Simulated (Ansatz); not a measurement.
SnSe2 in Ansatz: the effect of functional

Crystal: SnSe2.

```
Sn Se
1.0
     3.81100    0.00000    0.00000
    -1.90550    3.30042    0.00000
     0.00000    0.00000    6.13600
Sn Se
1 2
Cartesian
  0.0000 0.0000 0.0000
  1.9055 1.1001 4.6081
  0.0000 2.2003 1.5279
```

Alike in all runs:

| Property | Result |
| --- | --- |
| Program | Ansatz 0.2.0 |
| Task | projected density of states |
| Potentials or basis | Ansatz PAW |
| k mesh | 5 × 5 × 3 |
| Occupations | fermi-dirac, width 0.05 eV |
| Spin | no spin polarisation |

| functional | cutoff | gap on the mesh (eV) | pressure (GPa) | largest force (eV/Å) |
| --- | --- | --- | --- | --- |
| LDA | 420 eV (not typed: the program's choice for these potentials) | 0.66 | 0.9 | 0.43 |
| PBE | 420 eV (not typed: the program's choice for these potentials) | 0.80 | 5.7 | 0.74 |
| PBEsol | 420 eV (not typed: the program's choice for these potentials) | 0.72 | 2.6 | 0.55 |
| RPBE | 420 eV (not typed: the program's choice for these potentials) | 0.88 | 7.5 | 0.79 |
| revPBE | 420 eV (not typed: the program's choice for these potentials) | 0.86 | 7.0 | 0.78 |
| BLYP | 420 eV (not typed: the program's choice for these potentials) | 0.79 | 9.7 | 1.01 |
| r2SCAN | 500 eV (not typed: the program's choice for these potentials) | 1.09 | 3.7 | 0.48 |
| HSE06 | 420 eV (not typed: the program's choice for these potentials) | 1.53 | 2.9 | 0.30 |
| PBE0 | 420 eV (not typed: the program's choice for these potentials) | 2.20 | 2.7 | 0.29 |
| r2SCAN0 | 500 eV (not typed: the program's choice for these potentials) | ? | ? | ? |

What does the run with functional r2SCAN0 give?

gap on the mesh 2.38 eV; pressure 1.7 GPa; largest force 0.16 eV/Å.

Caveats: odd divisions of the mesh miss points on the zone boundary, where band edges often lie, so the gap on the mesh can be too wide; spin-orbit coupling is left out, which moves the levels of the heavy elements; the density of states is complete only up to the lowest level of the last band computed; the PAW data sets come from PBE, with cores solved anew for the run's functional, which leaves a small shift of forces and pressure (some runs); this functional lacks dispersion, which binds the layers, so the pressure and a relaxed spacing across them are unreliable (some runs); the thresholds are loose for stress (some runs); forces of over 1 eV/Å show positions far from the minimum, so gaps and moduli don't describe the material at rest (some runs).

A k mesh can miss the band edges.
